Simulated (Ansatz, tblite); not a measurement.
# The cluster Sn18H28: rung by rung

The task here is to estimate one member of a computed series from the others.

Computed with Ansatz 0.2.0, Gaussian basis. Level: as each input shows.

Plan: GFN1-xTB, GFN2-xTB, PBE-D4/def2-SVP, r2SCAN-D4/def2-SVP, PBE-QIDH/def2-SVP, PBE0-D4/def2-TZVP, PBE-D4/def2-TZVP, MP2/def2-SVP.

5 further runs of the same task are left out: 3 for a known fault of the program, 2 set aside as unsound or not needed.

### The geometry

The geometry is that of the singlet, from an earlier relaxation (PBE-D4/def2-SVP).

46 atoms, charge 0, spin multiplicity 1.

Bond lengths: Sn1–Sn11 2.821 Å, Sn1–Sn12 2.826 Å, Sn1–H19 1.736 Å, Sn1–H20 1.736 Å, Sn2–Sn12 2.823 Å, Sn2–Sn13 2.817 Å, Sn2–H21 1.737 Å, Sn2–H22 1.738 Å, Sn3–Sn4 2.838 Å, Sn3–Sn11 2.829 Å, Sn3–H23 1.735 Å, Sn3–H24 1.733 Å, Sn4–Sn12 2.832 Å, Sn4–Sn15 2.841 Å, Sn4–H25 1.751 Å, Sn5–Sn6 2.826 Å, Sn5–Sn16 2.812 Å, Sn5–H26 1.740 Å and more. Angles: Sn11–Sn1–Sn12 105.5°, Sn11–Sn1–H19 111.8°, Sn11–Sn1–H20 110.5°, Sn12–Sn1–H19 111.2°, Sn12–Sn1–H20 110.4°, H19–Sn1–H20 107.4°, Sn12–Sn2–Sn13 113.7°, Sn12–Sn2–H21 107.5°, Sn12–Sn2–H22 108.9°, Sn13–Sn2–H21 108.8°, Sn13–Sn2–H22 110.9°, H21–Sn2–H22 106.9°, Sn4–Sn3–Sn11 105.6°, Sn4–Sn3–H23 109.7°, Sn4–Sn3–H24 113.9°, Sn11–Sn3–H23 111.7°, Sn11–Sn3–H24 108.3°, H23–Sn3–H24 107.7° and more.

Sn takes a core potential in the def2 sets. No spin-orbit coupling is included.

PBE0-D4/def2-SVP was run before; its log isn't repeated, and its numbers join the tables.

Set-up of the first run:

Tight binding, by tblite at 300 K electronic temperature and without a spin-polarisation term:

```python
tblite.interface.Calculator('GFN1-xTB', numbers, positions, charge=0, uhf=0).singlepoint()
```

Tight binding, by tblite at 300 K electronic temperature and without a spin-polarisation term:

```python
tblite.interface.Calculator('GFN2-xTB', numbers, positions, charge=0, uhf=0).singlepoint()
```

start.molden holds the orbitals of an earlier run on this state, given as this run's starting guess.

in.yaml reads:

```yaml
crystal:
  periodic: [false, false, false]
  atoms:
    - {symbol: Sn, position_ang: [-4.498107, -0.629396, -2.621174]}
    - {symbol: Sn, position_ang: [-3.979319, 2.797333, 0.630715]}
    - {symbol: Sn, position_ang: [-1.112452, -3.353670, -1.210389]}
    - {symbol: Sn, position_ang: [-1.385539, -1.152442, 0.559763]}
    - {symbol: Sn, position_ang: [2.939288, -3.150513, -0.174235]}
    - {symbol: Sn, position_ang: [3.153740, -0.982379, -1.974107]}
    - {symbol: Sn, position_ang: [2.326490, -1.452600, 3.748700]}
    - {symbol: Sn, position_ang: [-0.700499, 1.935637, -2.553938]}
    - {symbol: Sn, position_ang: [2.047787, 2.219918, 0.996766]}
    - {symbol: Sn, position_ang: [-1.159769, 1.396713, 4.041407]}
    - {symbol: Sn, position_ang: [-3.255574, -3.126992, -3.042617]}
    - {symbol: Sn, position_ang: [-2.735356, 0.822276, -0.956389]}
    - {symbol: Sn, position_ang: [-2.440811, 3.598417, 2.850271]}
    - {symbol: Sn, position_ang: [0.955582, -0.129010, -3.549532]}
    - {symbol: Sn, position_ang: [0.561318, 0.125326, 2.186992]}
    - {symbol: Sn, position_ang: [4.355449, -2.643514, 2.201692]}
    - {symbol: Sn, position_ang: [4.190317, 1.190371, -0.509535]}
    - {symbol: Sn, position_ang: [0.661380, 3.762541, -0.909061]}
    - {symbol: H, position_ang: [-4.783215, 0.209160, -4.114139]}
    - {symbol: H, position_ang: [-6.034568, -0.838491, -1.840409]}
    - {symbol: H, position_ang: [-5.482987, 2.138088, 1.199221]}
    - {symbol: H, position_ang: [-4.373590, 4.159343, -0.373943]}
    - {symbol: H, position_ang: [-1.186136, -4.838350, -0.315207]}
    - {symbol: H, position_ang: [0.370723, -3.353413, -2.106273]}
    - {symbol: H, position_ang: [-2.531327, -1.734793, 1.748719]}
    - {symbol: H, position_ang: [1.318665, -3.330812, 0.434205]}
    - {symbol: H, position_ang: [3.353219, -4.640472, -0.960959]}
    - {symbol: H, position_ang: [4.365607, -1.492486, -3.122983]}
    - {symbol: H, position_ang: [1.392798, -2.696821, 4.523789]}
    - {symbol: H, position_ang: [2.937913, -0.416051, 5.004091]}
    - {symbol: H, position_ang: [-1.369303, 2.742587, -3.947763]}
    - {symbol: H, position_ang: [2.628166, 3.208206, 2.311239]}
    - {symbol: H, position_ang: [-2.361561, 0.270392, 4.590068]}
    - {symbol: H, position_ang: [-0.271218, 1.915589, 5.441275]}
    - {symbol: H, position_ang: [-4.390094, -4.422546, -2.825313]}
    - {symbol: H, position_ang: [-2.648112, -3.228756, -4.664632]}
    - {symbol: H, position_ang: [-3.464356, 4.432333, 3.981943]}
    - {symbol: H, position_ang: [-1.233255, 4.728467, 2.325061]}
    - {symbol: H, position_ang: [-0.073231, -1.467861, -3.971841]}
    - {symbol: H, position_ang: [1.666098, 0.415342, -5.043329]}
    - {symbol: H, position_ang: [5.695561, -1.569477, 1.984584]}
    - {symbol: H, position_ang: [4.944216, -4.094328, 2.949991]}
    - {symbol: H, position_ang: [5.523752, 0.672050, 0.474371]}
    - {symbol: H, position_ang: [4.780930, 2.419442, -1.586962]}
    - {symbol: H, position_ang: [-0.487326, 4.852115, -0.196005]}
    - {symbol: H, position_ang: [1.818205, 4.717530, -1.788928]}
basis:
  gaussian: {orbitals: def2-SVP, fitting: {mean_field: def2-universal-jkfit}, initial_orbitals: start.molden}
hamiltonian: {xc: pbe, dispersion: d4}
scf: {omitted_lower_state_checks: [starts]}
output: {forces: true, orbitals: {seedname: orbitals}}
```

Command:

```console
> ansatz run in.yaml --threads 4 --pin off --events-out ev --progress --plain --max-ram 66560MiB --backend cuda --devices 0, --max-vram 37GiB
```

Steps of the session up to this table: PBE-D4/def2-SVP; r2SCAN-D4/def2-SVP; PBE-QIDH/def2-SVP; PBE0-D4/def2-TZVP; PBE-D4/def2-TZVP; MP2/def2-SVP.

One of the session's tables, all rows but one given; the rest of the session is left out.

It belongs to the step «Binding energy». 

| level | binding an atom (eV) |
| --- | --- |
| HF/def2-SVP | ? |
| PBE-D4/def2-SVP | 2.412 |
| PBE-D4/def2-TZVP | 2.424 |
| r2SCAN-D4/def2-SVP | 2.414 |
| PBE0-D4/def2-SVP | 2.408 |
| PBE0-D4/def2-TZVP | 2.423 |
| MP2/def2-SVP | 2.224 |

Estimate the missing values for HF/def2-SVP.

**Answer.** binding an atom (eV): 1.609. In the column «binding an atom (eV)» it is the lowest.

Caveats from the session: Free atoms were run apart at each level; binding is atoms less cluster, divided by the number of atoms, without zero-point or spin-orbit terms.
